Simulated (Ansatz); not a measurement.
# AsH (triplet): the correlation ladder at distance As1–H2 = 1.682 Å, aug-cc-pVDZ

How much of the correlation energy of AsH (triplet) does each wave-function method recover here?

Program: Ansatz 0.2.0, Gaussian basis. Level of theory: aug-cc-pVDZ, core rule «outside noble gas», up to 14 orbitals frozen. These are calculated values, not measurements.

To be run: UHF; CCSD(T) on ROHF; CCSD(T) on UHF; BCCD(T) on ROHF; CISD; CCSDT(Q) on ROHF; CCSDT(Q) on UHF; CASSCF and MRCISD+Q, 4 electrons in 4 orbitals; CASSCF and NEVPT2, 4 electrons in 4 orbitals; CASSCF and MRCISD+Q, 6 electrons in 5 orbitals; CASSCF and NEVPT2, 6 electrons in 5 orbitals; Full CI.

14 further runs of the same task are left out: 1 for a known fault of the program, 9 that didn't finish, 4 set aside as unsound or not needed.

## 1. The geometry

The geometry derives from a PBE0/def2-TZVP stationary point (not a proven minimum). One bond is set to the value named and the two fragments are kept rigid. No spin-orbit coupling is included. The filled d shell of As may be among the frozen orbitals whatever the setting's name suggests; the logs give the count.

2 atoms, charge 0, spin multiplicity 3.

Atoms are counted from 1 here; the program's logs count them from 0.

Bond lengths: As1–H2 1.682 Å.

## 2. UHF

File in.yaml:

```yaml
crystal:
  periodic: [false, false, false]
  atoms:
    - {symbol: As, position_ang: [0.000000, 0.000000, 0.000000]}
    - {symbol: H, position_ang: [0.000000, 0.000000, 1.682000]}
basis:
  gaussian: {orbitals: aug-cc-pVDZ}
magnetization: {spin_polarized: true, initial_magnetization: 2}
hamiltonian: {xc: hf}
output: {orbitals: {seedname: orbitals}}
```

Launch:

```sh
$ ansatz run in.yaml --threads 1 --pin off --events-out ev --progress --plain --max-ram 2393MiB
```

Further steps of the session: CCSD(T) on ROHF; CCSD(T) on UHF; BCCD(T) on ROHF; CISD; CCSDT(Q) on ROHF; CCSDT(Q) on UHF; CASSCF and MRCISD+Q, 4 electrons in 4 orbitals; CASSCF and NEVPT2, 4 electrons in 4 orbitals; CASSCF and MRCISD+Q, 6 electrons in 5 orbitals; CASSCF and NEVPT2, 6 electrons in 5 orbitals; Full CI.

**Question.** What will the summary of the whole plan be? Wanted: FCI below the RHF energy; RMP2 from FCI; UMP2 from FCI; RCCSD from FCI; RCCSD(T) from FCI; UCCSD(T) from FCI; RCCSDT(Q) from FCI; UCCSDT(Q) from FCI; NEVPT2 pair from FCI.

The runs gave:

| quantity | value |
| --- | --- |
| FCI below the RHF energy | -2.9861 eV |
| RMP2 from FCI | +673.8 meV |
| UMP2 from FCI | +676.1 meV |
| RCCSD from FCI | +90.1 meV |
| RCCSD(T) from FCI | +19.7 meV |
| UCCSD(T) from FCI | +11.2 meV |
| RCCSDT(Q) from FCI | +0.3 meV |
| UCCSDT(Q) from FCI | -8.0 meV |
| NEVPT2 pair from FCI | +551.8 meV |
| MRCISD+Q pair from FCI | -21.4 meV |
| NEVPT2 valence from FCI | +559.0 meV |
| levels within 1 kcal/mol (43 meV) | RCCSD(T), UCCSD(T), BCCD(T), RCCSDT, UCCSDT, RCCSDT(Q), UCCSDT(Q), MRCISD+Q pair, MRCISD+Q valence |
| T1 diagnostic | 0.022 |
| effectively unpaired electrons | 2.05 |

What this shows: RCCSD(T) misses by +19.7 meV, 0.7 % of the correlation energy. UCCSDT, UCCSDT(Q), MRCISD+Q pair, MRCISD+Q valence fall below full CI: unrestricted runs freeze a spin-polarised core, another one than full CI's, and coupled cluster isn't variational. One determinant dominates. Of the multireference levels listed MRCISD+Q valence comes nearest in total energy (-18.4 meV), which doesn't show that its space is the better one. These misses are within one basis, not against nature; the frozen cores of restricted and unrestricted runs differ, which can shift their rows.
